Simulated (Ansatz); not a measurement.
# C2H7FGaN: a ladder of functionals and wavefunction methods

The task here is to estimate one member of a computed series from the others.

The runs use Ansatz 0.2.0, Gaussian basis; functionals in def2-TZVPP, the program's frozen cores in correlated methods.

The runs, in order: LDA (SPW92), PBE-D4, revPBE-D4, BLYP-D4, r2SCAN-D4, B97M-V, PBE0-D4, B3LYP-D4, r2SCANh-D4, r2SCAN0-D4, HSE06-D4, BHLYP-D4, CAM-B3LYP-D4, LC-ωPBE, ωB97X-V, ωB97M-V, B2PLYP, PBE-QIDH; CCSD(T)/def2-SVP; CCSD(T)/def2-TZVPP; MP2/def2-QZVPP; extrapolation to the limit; RPA on PBE.

### Structure used throughout

The geometry comes from an earlier relaxation with PBE0-D4 in a triple-zeta def2 set; it is a stationary point, not always the lowest conformer.

SMILES `C[N]([GaH2])CF`, 12 atoms, charge 0, spin multiplicity 1.

Atoms are counted from 1 here; the program's logs count them from 0.

Bond lengths: C1–N2 1.449 Å, C1–H6 1.098 Å, C1–H7 1.091 Å, C1–H8 1.095 Å, N2–Ga3 1.834 Å, N2–C4 1.403 Å, Ga3–H9 1.559 Å, Ga3–H10 1.559 Å, C4–F5 1.404 Å, C4–H11 1.093 Å, C4–H12 1.098 Å. Angles: N2–C1–H6 110.9°, N2–C1–H7 110.2°, N2–C1–H8 111.8°, H6–C1–H7 107.9°, H6–C1–H8 107.9°, H7–C1–H8 108.0°, C1–N2–Ga3 123.5°, C1–N2–C4 114.5°, Ga3–N2–C4 121.6°, N2–Ga3–H9 115.9°, N2–Ga3–H10 115.4°, H9–Ga3–H10 128.7°, N2–C4–F5 111.9°, N2–C4–H11 110.9°, N2–C4–H12 111.8°, F5–C4–H11 106.5°, F5–C4–H12 105.1°, H11–C4–H12 110.4°.

Coordinates:

```
C    -1.2402    0.1496    0.6723
N     0.0703    0.0094    0.0694
Ga    1.3543    1.3184    0.1206
C     0.2407   -1.1590   -0.6889
F    -0.4761   -1.1105   -1.8946
H    -1.4645   -0.7045    1.3242
H    -1.2810    1.0552    1.2795
H    -2.0308    0.2126   -0.0825
H     0.9991    2.5883    0.9530
H     2.6790    0.9847   -0.6306
H     1.2904   -1.2993   -0.9577
H    -0.1411   -2.0450   -0.1647
```

Set-up of the first run:

in.yaml

```yaml
crystal:
  periodic: [false, false, false]
  atoms:
    - {symbol: C, position_ang: [-1.240203, 0.149640, 0.672271]}
    - {symbol: N, position_ang: [0.070323, 0.009396, 0.069386]}
    - {symbol: Ga, position_ang: [1.354263, 1.318414, 0.120640]}
    - {symbol: C, position_ang: [0.240687, -1.159040, -0.688870]}
    - {symbol: F, position_ang: [-0.476064, -1.110504, -1.894595]}
    - {symbol: H, position_ang: [-1.464480, -0.704468, 1.324176]}
    - {symbol: H, position_ang: [-1.281006, 1.055205, 1.279519]}
    - {symbol: H, position_ang: [-2.030843, 0.212587, -0.082517]}
    - {symbol: H, position_ang: [0.999053, 2.588313, 0.952984]}
    - {symbol: H, position_ang: [2.678995, 0.984726, -0.630560]}
    - {symbol: H, position_ang: [1.290383, -1.299284, -0.957742]}
    - {symbol: H, position_ang: [-0.141107, -2.044996, -0.164692]}
basis:
  gaussian: {orbitals: def2-TZVPP}
hamiltonian: {xc: lda}
output: {orbitals: {seedname: orbitals}}
```

Launch:

```bash
ansatz run in.yaml --threads 4 --pin off --events-out ev --progress --plain --max-ram 10444MiB
```

Among the steps run: LDA; PBE-D4 (GGA); revPBE-D4 (GGA); BLYP-D4 (GGA); r2SCAN-D4 (meta-GGA); B97M-V (meta-GGA); B3LYP-D4 (hybrid); r2SCANh-D4 (hybrid); r2SCAN0-D4 (hybrid); HSE06-D4 (hybrid); BHLYP-D4 (hybrid); CAM-B3LYP-D4 (range-separated); LC-ωPBE (range-separated); ωB97X-V (range-separated); ωB97M-V (range-separated); B2PLYP (double hybrid); PBE-QIDH (double hybrid).

One of the session's tables, all rows but one given; the rest of the session is left out.

It belongs to the step «Frontier levels by functional». 

| functional | HOMO (eV) | gap (eV) |
| --- | --- | --- |
| LDA (SPW92) | -6.11 | 3.92 |
| PBE-D4 | -5.93 | 3.99 |
| revPBE-D4 | -5.86 | 4.03 |
| BLYP-D4 | ? | ? |
| r2SCAN-D4 | -6.15 | 4.47 |
| B97M-V | -6.27 | 4.35 |
| PBE0-D4 | -7.15 | 5.98 |
| B3LYP-D4 | -6.96 | 5.52 |
| r2SCANh-D4 | -6.61 | 5.20 |
| r2SCAN0-D4 | -7.32 | 6.31 |
| HSE06-D4 | -6.75 | 5.22 |
| BHLYP-D4 | -8.34 | 7.88 |
| CAM-B3LYP-D4 | -8.53 | 8.23 |
| LC-ωPBE | -9.84 | 10.72 |
| ωB97X-V | -9.51 | 10.23 |
| ωB97M-V | -9.44 | 9.94 |

Q: Estimate the row for BLYP-D4 from the others.

Worked estimate for «HOMO (eV)». Against the share of exact exchange, B3LYP-D4 (0.2, -6.96), BHLYP-D4 (0.5, -8.34) give a slope of -4.60 per unit share; at 0 the line stands at -6.04.

As computed: HOMO (eV): -5.83; gap (eV): 3.94. In «HOMO (eV)» the line misses by -0.21.
